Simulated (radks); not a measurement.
# A spherical quantum dot from 16 to 18 electrons

Aim: add electrons one at a time to a hard-walled sphere of radius 11.4 bohr*, with a point charge of +2 at the centre, try the lowest free levels for each, keep the configuration of least energy, and see where shells close.

The numbers are computed with radks (version 2): non-relativistic spin-polarised Kohn-Sham, LDA (Slater exchange, Perdew-Wang correlation), spherically averaged shells.

## 1. The system

```
well                     : a hard-walled sphere of radius 11.4 bohr*, with a point charge of +2 at the centre
functional               : LDA (Slater exchange, Perdew-Wang correlation)
levels                   : named by radial order: 1s, 1p, 1d, 2s, 1f and so on
units                    : effective atomic units, hartree* and bohr*
configuration carried in : 1s2 1p6 1d(up 5, down 0) 2s2 (N = 15, energy 6.399177)
```

The runs follow, count by count.

## 2. N = 16

Trying: add 1d down. The run's settings:

```ini
kind = hard wall
xc = PW
radius = 11.4  # bohr
z = 2  # e
electrons = 16
background = 0  # e
configuration = 1s2 1p6 1d(up 5, down 1) 2s2
```

Started as:

```bash
$ python run_model.py task.json out
```

task.json names the series; the program runs every candidate in turn, and a move starts from the lowest state found so far. In the records, mag is the spin moment and err the last SCF error; their hartree and bohr are effective units.

Main fields of the result record, rounded:

```text
{
  "status": "converged",
  "energy_total [hartree]": 7.86490931,
  "energy_kinetic [hartree]": 4.745179,
  "energy_external [hartree]": -9.995047,
  "energy_hartree [hartree]": 16.05793,
  "energy_xc [hartree]": -2.94315,
  "energy_background [hartree]": 0.0,
  "orbitals [level, occupation, hartree, mean radius in bohr]": [
    ["1s up", 1, 1.11559, 0.963033],
    ["1p up", 3, 1.46947, 8.50534],
    ["1d up", 5, 1.49922, 8.62689],
    ["2s up", 1, 1.45418, 8.43065],
    ["1s down", 1, 1.11557, 0.962867],
    ["1p down", 3, 1.48486, 8.48387],
    ["1d down", 1, 1.51483, 8.61529],
    ["2s down", 1, 1.46942, 8.4024]
  ],
  "r2_mean [bohr^2]": 65.4585,
  "mag [bohr magneton]": 4,
  "err": 2.2e-10
}
```

Trying: add 1f up. Changed: configuration = 1s2 1p6 1d(up 5, down 0) 2s2 1f(up 1, down 0).

Result:

```text
{
  "status": "converged",
  "energy_total [hartree]": 7.88789451,
  "energy_kinetic [hartree]": 4.795643,
  "energy_external [hartree]": -9.991675,
  "energy_hartree [hartree]": 16.0476,
  "energy_xc [hartree]": -2.963676,
  "energy_background [hartree]": 0.0,
  "orbitals [level, occupation, hartree, mean radius in bohr]": [
    ["1s up", 1, 1.11389, 0.963043],
    ["1p up", 3, 1.46573, 8.50811],
    ["1d up", 5, 1.49545, 8.62817],
    ["2s up", 1, 1.45046, 8.43444],
    ["1f up", 1, 1.5381, 8.74864],
    ["1s down", 1, 1.11386, 0.962833],
    ["1p down", 3, 1.48916, 8.47206],
    ["2s down", 1, 1.47364, 8.38749]
  ],
  "r2_mean [bohr^2]": 65.55951,
  "mag [bohr magneton]": 6,
  "err": 2.4e-10
}
```

Trying: add 1f down. Changed: configuration = 1s2 1p6 1d(up 5, down 0) 2s2 1f(up 0, down 1).

Result:

```text
{
  "status": "converged",
  "energy_total [hartree]": 7.90773618,
  "energy_kinetic [hartree]": 4.795208,
  "energy_external [hartree]": -9.991737,
  "energy_hartree [hartree]": 16.04773,
  "energy_xc [hartree]": -2.943468,
  "energy_background [hartree]": 0.0,
  "orbitals [level, occupation, hartree, mean radius in bohr]": [
    ["1s up", 1, 1.11391, 0.963028],
    ["1p up", 3, 1.46897, 8.50156],
    ["1d up", 5, 1.49875, 8.62399],
    ["2s up", 1, 1.45366, 8.4263],
    ["1s down", 1, 1.1139, 0.962811],
    ["1p down", 3, 1.48435, 8.48407],
    ["2s down", 1, 1.4689, 8.40251],
    ["1f down", 1, 1.55713, 8.7433]
  ],
  "r2_mean [bohr^2]": 65.55693,
  "mag [bohr magneton]": 4,
  "err": 2e-10
}
```

Trying: move 1d down to 1f up: the same state as a run above.

Trying: move 1d down to 1f down: the same state as a run above.

Trying: move 1d up to 1d down. Changed: configuration = 1s2 1p6 1d(up 4, down 2) 2s2.

Result:

```text
{
  "status": "converged",
  "energy_total [hartree]": 7.87655593,
  "energy_kinetic [hartree]": 4.74488,
  "energy_external [hartree]": -9.995165,
  "energy_hartree [hartree]": 16.0581,
  "energy_xc [hartree]": -2.93126,
  "energy_background [hartree]": 0.0,
  "orbitals [level, occupation, hartree, mean radius in bohr]": [
    ["1s up", 1, 1.11565, 0.962987],
    ["1p up", 3, 1.47291, 8.50106],
    ["1d up", 4, 1.5027, 8.62463],
    ["2s up", 1, 1.45759, 8.42499],
    ["1s down", 1, 1.11564, 0.962903],
    ["1p down", 3, 1.48053, 8.49055],
    ["1d down", 2, 1.51043, 8.61896],
    ["2s down", 1, 1.46513, 8.41115]
  ],
  "r2_mean [bohr^2]": 65.45608,
  "mag [bohr magneton]": 2,
  "err": 1.6e-10
}
```

Trying: move 1d up to 1f up. Changed: configuration = 1s2 1p6 1d(up 4, down 1) 2s2 1f(up 1, down 0).

Result:

```text
{
  "status": "converged",
  "energy_total [hartree]": 7.90758212,
  "energy_kinetic [hartree]": 4.795158,
  "energy_external [hartree]": -9.991845,
  "energy_hartree [hartree]": 16.04786,
  "energy_xc [hartree]": -2.943587,
  "energy_background [hartree]": 0.0,
  "orbitals [level, occupation, hartree, mean radius in bohr]": [
    ["1s up", 1, 1.11397, 0.962991],
    ["1p up", 3, 1.46897, 8.50455],
    ["1d up", 4, 1.49872, 8.62638],
    ["2s up", 1, 1.45367, 8.42967],
    ["1f up", 1, 1.5414, 8.74798],
    ["1s down", 1, 1.11395, 0.962865],
    ["1p down", 3, 1.48436, 8.48003],
    ["1d down", 1, 1.51436, 8.6124],
    ["2s down", 1, 1.4689, 8.39793]
  ],
  "r2_mean [bohr^2]": 65.55574,
  "mag [bohr magneton]": 4,
  "err": 2.2e-10
}
```

| candidate | configuration | above the lowest (hartree*) |
| --- | --- | --- |
| add 1d down | 1s2 1p6 1d(up 5, down 1) 2s2 | lowest |
| add 1f up | 1s2 1p6 1d(up 5, down 0) 2s2 1f(up 1, down 0) | 0.0230 |
| add 1f down | 1s2 1p6 1d(up 5, down 0) 2s2 1f(up 0, down 1) | 0.0428 |
| move 1d down to 1f up | 1s2 1p6 1d(up 5, down 0) 2s2 1f(up 1, down 0) | 0.0230 |
| move 1d down to 1f down | 1s2 1p6 1d(up 5, down 0) 2s2 1f(up 0, down 1) | 0.0428 |
| move 1d up to 1d down | 1s2 1p6 1d(up 4, down 2) 2s2 | 0.0116 |
| move 1d up to 1f up | 1s2 1p6 1d(up 4, down 1) 2s2 1f(up 1, down 0) | 0.0427 |

The series goes on from 1s2 1p6 1d(up 5, down 1) 2s2.

## 3. N = 17

Trying: add 1d down. The run's settings:

```ini
kind = hard wall
xc = PW
radius = 11.4  # bohr
z = 2  # e
electrons = 17
background = 0  # e
configuration = 1s2 1p6 1d(up 5, down 2) 2s2
```

Main fields of the result record, rounded:

```text
{
  "status": "converged",
  "energy_total [hartree]": 9.42891089,
  "energy_kinetic [hartree]": 4.965012,
  "energy_external [hartree]": -10.2093,
  "energy_hartree [hartree]": 17.79456,
  "energy_xc [hartree]": -3.121365,
  "energy_background [hartree]": 0.0,
  "orbitals [level, occupation, hartree, mean radius in bohr]": [
    ["1s up", 1, 1.22271, 0.96278],
    ["1p up", 3, 1.57265, 8.55272],
    ["1d up", 5, 1.602, 8.66722],
    ["2s up", 1, 1.55757, 8.48248],
    ["1s down", 1, 1.2227, 0.962665],
    ["1p down", 3, 1.58371, 8.53809],
    ["1d down", 2, 1.61321, 8.65907],
    ["2s down", 1, 1.56853, 8.4634]
  ],
  "r2_mean [bohr^2]": 66.7394,
  "mag [bohr magneton]": 3,
  "err": 1.3e-10
}
```

Trying: add 1f up. Changed: configuration = 1s2 1p6 1d(up 5, down 1) 2s2 1f(up 1, down 0).

Result:

```text
{
  "status": "converged",
  "energy_total [hartree]": 9.45607649,
  "energy_kinetic [hartree]": 5.014912,
  "energy_external [hartree]": -10.20613,
  "energy_hartree [hartree]": 17.78452,
  "energy_xc [hartree]": -3.137225,
  "energy_background [hartree]": 0.0,
  "orbitals [level, occupation, hartree, mean radius in bohr]": [
    ["1s up", 1, 1.22111, 0.962785],
    ["1p up", 3, 1.56893, 8.55566],
    ["1d up", 5, 1.59826, 8.6687],
    ["2s up", 1, 1.55388, 8.48642],
    ["1f up", 1, 1.64046, 8.78347],
    ["1s down", 1, 1.22109, 0.962629],
    ["1p down", 3, 1.58758, 8.52806],
    ["1d down", 1, 1.61718, 8.65271],
    ["2s down", 1, 1.57234, 8.45086]
  ],
  "r2_mean [bohr^2]": 66.82936,
  "mag [bohr magneton]": 5,
  "err": 1.4e-10
}
```

Trying: add 1f down. Changed: configuration = 1s2 1p6 1d(up 5, down 1) 2s2 1f(up 0, down 1).

Result:

```text
{
  "status": "converged",
  "energy_total [hartree]": 9.47124266,
  "energy_kinetic [hartree]": 5.014522,
  "energy_external [hartree]": -10.20622,
  "energy_hartree [hartree]": 17.78471,
  "energy_xc [hartree]": -3.121769,
  "energy_background [hartree]": 0.0,
  "orbitals [level, occupation, hartree, mean radius in bohr]": [
    ["1s up", 1, 1.22115, 0.962775],
    ["1p up", 3, 1.57219, 8.54932],
    ["1d up", 5, 1.60157, 8.66458],
    ["2s up", 1, 1.5571, 8.47859],
    ["1s down", 1, 1.22114, 0.962616],
    ["1p down", 3, 1.58323, 8.53803],
    ["1d down", 1, 1.61274, 8.65914],
    ["2s down", 1, 1.56806, 8.46324],
    ["1f down", 1, 1.65507, 8.77913]
  ],
  "r2_mean [bohr^2]": 66.82675,
  "mag [bohr magneton]": 3,
  "err": 9.3e-11
}
```

Trying: move 1d down to 1f up: the same state as a run above.

Trying: move 1d down to 1f down: the same state as a run above.

Trying: move 1d up to 1d down. Changed: configuration = 1s2 1p6 1d(up 4, down 3) 2s2.

Result:

```text
{
  "status": "converged",
  "energy_total [hartree]": 9.43635844,
  "energy_kinetic [hartree]": 4.964794,
  "energy_external [hartree]": -10.20939,
  "energy_hartree [hartree]": 17.79471,
  "energy_xc [hartree]": -3.113757,
  "energy_background [hartree]": 0.0,
  "orbitals [level, occupation, hartree, mean radius in bohr]": [
    ["1s up", 1, 1.22275, 0.96274],
    ["1p up", 3, 1.57609, 8.54849],
    ["1d up", 4, 1.60548, 8.66489],
    ["2s up", 1, 1.56098, 8.47694],
    ["1s down", 1, 1.22275, 0.962701],
    ["1p down", 3, 1.57975, 8.54367],
    ["1d down", 3, 1.6092, 8.66221],
    ["2s down", 1, 1.56461, 8.47066]
  ],
  "r2_mean [bohr^2]": 66.7376,
  "mag [bohr magneton]": 1,
  "err": 7.3e-11
}
```

Trying: move 1d up to 1f up. Changed: configuration = 1s2 1p6 1d(up 4, down 2) 2s2 1f(up 1, down 0).

Result:

```text
{
  "status": "converged",
  "energy_total [hartree]": 9.47113541,
  "energy_kinetic [hartree]": 5.014486,
  "energy_external [hartree]": -10.20629,
  "energy_hartree [hartree]": 17.78479,
  "energy_xc [hartree]": -3.121851,
  "energy_background [hartree]": 0.0,
  "orbitals [level, occupation, hartree, mean radius in bohr]": [
    ["1s up", 1, 1.22119, 0.96274],
    ["1p up", 3, 1.57218, 8.55205],
    ["1d up", 4, 1.60154, 8.66678],
    ["2s up", 1, 1.5571, 8.48166],
    ["1f up", 1, 1.64377, 8.78266],
    ["1s down", 1, 1.22118, 0.962662],
    ["1p down", 3, 1.58325, 8.53465],
    ["1d down", 2, 1.61278, 8.65643],
    ["2s down", 1, 1.56806, 8.45943]
  ],
  "r2_mean [bohr^2]": 66.82598,
  "mag [bohr magneton]": 3,
  "err": 1.4e-10
}
```

| candidate | configuration | above the lowest (hartree*) |
| --- | --- | --- |
| add 1d down | 1s2 1p6 1d(up 5, down 2) 2s2 | lowest |
| add 1f up | 1s2 1p6 1d(up 5, down 1) 2s2 1f(up 1, down 0) | 0.0272 |
| add 1f down | 1s2 1p6 1d(up 5, down 1) 2s2 1f(up 0, down 1) | 0.0423 |
| move 1d down to 1f up | 1s2 1p6 1d(up 5, down 1) 2s2 1f(up 1, down 0) | 0.0272 |
| move 1d down to 1f down | 1s2 1p6 1d(up 5, down 1) 2s2 1f(up 0, down 1) | 0.0423 |
| move 1d up to 1d down | 1s2 1p6 1d(up 4, down 3) 2s2 | 0.00745 |
| move 1d up to 1f up | 1s2 1p6 1d(up 4, down 2) 2s2 1f(up 1, down 0) | 0.0422 |

The series goes on from 1s2 1p6 1d(up 5, down 2) 2s2.

## 4. N = 18

Trying: add 1d down. The run's settings:

```ini
kind = hard wall
xc = PW
radius = 11.4  # bohr
z = 2  # e
electrons = 18
background = 0  # e
configuration = 1s2 1p6 1d(up 5, down 3) 2s2
```

Main fields of the result record, rounded:

```text
{
  "status": "converged",
  "energy_total [hartree]": 11.0913763,
  "energy_kinetic [hartree]": 5.190682,
  "energy_external [hartree]": -10.42287,
  "energy_hartree [hartree]": 19.62971,
  "energy_xc [hartree]": -3.30615,
  "energy_background [hartree]": 0.0,
  "orbitals [level, occupation, hartree, mean radius in bohr]": [
    ["1s up", 1, 1.32948, 0.962559],
    ["1p up", 3, 1.67555, 8.59687],
    ["1d up", 5, 1.70455, 8.70502],
    ["2s up", 1, 1.66068, 8.53067],
    ["1s down", 1, 1.32947, 0.962488],
    ["1p down", 3, 1.68265, 8.5879],
    ["1d down", 3, 1.71174, 8.69987],
    ["2s down", 1, 1.66772, 8.51906]
  ],
  "r2_mean [bohr^2]": 67.91326,
  "mag [bohr magneton]": 2,
  "err": 9.2e-11
}
```

Trying: add 1f up. Changed: configuration = 1s2 1p6 1d(up 5, down 2) 2s2 1f(up 1, down 0).

Result:

```text
{
  "status": "converged",
  "energy_total [hartree]": 11.1223291,
  "energy_kinetic [hartree]": 5.240018,
  "energy_external [hartree]": -10.41991,
  "energy_hartree [hartree]": 19.61999,
  "energy_xc [hartree]": -3.317765,
  "energy_background [hartree]": 0.0,
  "orbitals [level, occupation, hartree, mean radius in bohr]": [
    ["1s up", 1, 1.32799, 0.96256],
    ["1p up", 3, 1.67187, 8.59991],
    ["1d up", 5, 1.70084, 8.70666],
    ["2s up", 1, 1.65702, 8.53468],
    ["1f up", 1, 1.74262, 8.81622],
    ["1s down", 1, 1.32798, 0.962451],
    ["1p down", 3, 1.68619, 8.57926],
    ["1d down", 2, 1.71536, 8.69425],
    ["2s down", 1, 1.67121, 8.50836]
  ],
  "r2_mean [bohr^2]": 67.99343,
  "mag [bohr magneton]": 4,
  "err": 8e-11
}
```

Trying: add 1f down. Changed: configuration = 1s2 1p6 1d(up 5, down 2) 2s2 1f(up 0, down 1).

Result:

```text
{
  "status": "converged",
  "energy_total [hartree]": 11.1332532,
  "energy_kinetic [hartree]": 5.239701,
  "energy_external [hartree]": -10.42,
  "energy_hartree [hartree]": 19.62018,
  "energy_xc [hartree]": -3.306625,
  "energy_background [hartree]": 0.0,
  "orbitals [level, occupation, hartree, mean radius in bohr]": [
    ["1s up", 1, 1.32803, 0.962553],
    ["1p up", 3, 1.67513, 8.5938],
    ["1d up", 5, 1.70415, 8.70261],
    ["2s up", 1, 1.66024, 8.52716],
    ["1s down", 1, 1.32803, 0.962445],
    ["1p down", 3, 1.68221, 8.58767],
    ["1d down", 2, 1.7113, 8.69978],
    ["2s down", 1, 1.66728, 8.51873],
    ["1f down", 1, 1.75318, 8.81292]
  ],
  "r2_mean [bohr^2]": 67.99125,
  "mag [bohr magneton]": 2,
  "err": 1.9e-10
}
```

Trying: move 1d down to 1f up: the same state as a run above.

Trying: move 1d down to 1f down: the same state as a run above.

Trying: move 1d up to 1d down. Changed: configuration = 1s2 1p6 1d(up 4, down 4) 2s2.

Result:

```text
{
  "status": "converged",
  "energy_total [hartree]": 11.0949658,
  "energy_kinetic [hartree]": 5.190565,
  "energy_external [hartree]": -10.42292,
  "energy_hartree [hartree]": 19.6298,
  "energy_xc [hartree]": -3.302482,
  "energy_background [hartree]": 0.0,
  "orbitals [level, occupation, hartree, mean radius in bohr]": [
    ["1s up", 1, 1.3295, 0.962523],
    ["1p up", 3, 1.67898, 8.59268],
    ["1d up", 4, 1.70803, 8.70263],
    ["2s up", 1, 1.66409, 8.52523],
    ["1s down", 1, 1.3295, 0.962523],
    ["1p down", 3, 1.67898, 8.59268],
    ["1d down", 4, 1.70803, 8.70263],
    ["2s down", 1, 1.66409, 8.52523]
  ],
  "r2_mean [bohr^2]": 67.91232,
  "mag [bohr magneton]": 0,
  "err": 7.1e-11
}
```

Trying: move 1d up to 1f up. Changed: configuration = 1s2 1p6 1d(up 4, down 3) 2s2 1f(up 1, down 0).

Result:

```text
{
  "status": "converged",
  "energy_total [hartree]": 11.1331861,
  "energy_kinetic [hartree]": 5.239677,
  "energy_external [hartree]": -10.42004,
  "energy_hartree [hartree]": 19.62022,
  "energy_xc [hartree]": -3.306676,
  "energy_background [hartree]": 0.0,
  "orbitals [level, occupation, hartree, mean radius in bohr]": [
    ["1s up", 1, 1.32805, 0.96252],
    ["1p up", 3, 1.67512, 8.59631],
    ["1d up", 4, 1.70412, 8.70465],
    ["2s up", 1, 1.66024, 8.52997],
    ["1f up", 1, 1.74593, 8.81529],
    ["1s down", 1, 1.32805, 0.962484],
    ["1p down", 3, 1.68223, 8.5848],
    ["1d down", 3, 1.71134, 8.69746],
    ["2s down", 1, 1.66728, 8.51551]
  ],
  "r2_mean [bohr^2]": 67.9908,
  "mag [bohr magneton]": 2,
  "err": 1e-10
}
```

| candidate | configuration | above the lowest (hartree*) |
| --- | --- | --- |
| add 1d down | 1s2 1p6 1d(up 5, down 3) 2s2 | lowest |
| add 1f up | 1s2 1p6 1d(up 5, down 2) 2s2 1f(up 1, down 0) | 0.0310 |
| add 1f down | 1s2 1p6 1d(up 5, down 2) 2s2 1f(up 0, down 1) | 0.0419 |
| move 1d down to 1f up | 1s2 1p6 1d(up 5, down 2) 2s2 1f(up 1, down 0) | 0.0310 |
| move 1d down to 1f down | 1s2 1p6 1d(up 5, down 2) 2s2 1f(up 0, down 1) | 0.0419 |
| move 1d up to 1d down | 1s2 1p6 1d(up 4, down 4) 2s2 | 0.00359 |
| move 1d up to 1f up | 1s2 1p6 1d(up 4, down 3) 2s2 1f(up 1, down 0) | 0.0418 |

Kept: 1s2 1p6 1d(up 5, down 3) 2s2.

From the same record, its empty bound levels (hartree) and its density (bohr, e/bohr³):

```text
empty: [["1f up", 1.7464], ["2p up", 1.9146], ["1g up", 1.8002], ["1f down", 1.7536], ["2p down", 1.9178], ["1g down", 1.8075]]
r: [0.3296, 0.8968, 1.464, 2.031, 2.598, 3.165, 3.732, 4.3, 4.867, 5.434, 6.001, 6.568, 7.135, 7.702, 8.269, 8.837, 9.404, 9.971, 10.54, 11.11]
n: [0.9803, 0.136, 0.02328, 0.004534, 0.001008, 0.0003275, 0.000252, 0.0003573, 0.0005805, 0.0009418, 0.00148, 0.002225, 0.003158, 0.004165, 0.004988, 0.005248, 0.004613, 0.003109, 0.001322, 0.0001568]
```

## 5. Collected

| N | configuration | unpaired | chemical potential (hartree*) | addition energy (hartree*) | rms radius (bohr*) |
| --- | --- | --- | --- | --- | --- |
| 16 | 1s2 1p6 1d(up 5, down 1) 2s2 | 4 | 1.466 | 0.0983 | 8.09 |
| 17 | 1s2 1p6 1d(up 5, down 2) 2s2 | 3 | 1.564 | 0.0985 | 8.17 |
| 18 | 1s2 1p6 1d(up 5, down 3) 2s2 | 2 | 1.662 | - | 8.24 |

Chemical potential E(N) - E(N-1); addition energy E(N+1) + E(N-1) - 2E(N).

Density of N = 18:

r (bohr*), 4πr² × density and a bar:
```
     0.33       1.34 ########
     1.18       0.97 ######
     2.03       0.24 #
     2.88       0.06 
     3.73       0.04 
     4.58       0.12 #
     5.43       0.35 ##
     6.28       0.91 #####
     7.13       2.02 ############
     7.99       3.70 ######################
     8.84       5.15 ##############################
     9.69       4.65 ###########################
    10.54       1.84 ###########
    11.39       0.00
```

## 6. Results

| quantity | value |
| --- | --- |
| closed shells at N | none in this range |
| most unpaired electrons | 4 at N = 16 |
| configuration at N = 18 | 1s2 1p6 1d(up 5, down 3) 2s2 |

What this shows: No closed-shell configuration falls in this range. The largest moment in range is 4, first at N = 16: exchange favours parallel spins in open shells. Spherical averaging forbids deformation, and the greedy search can miss a lower configuration.
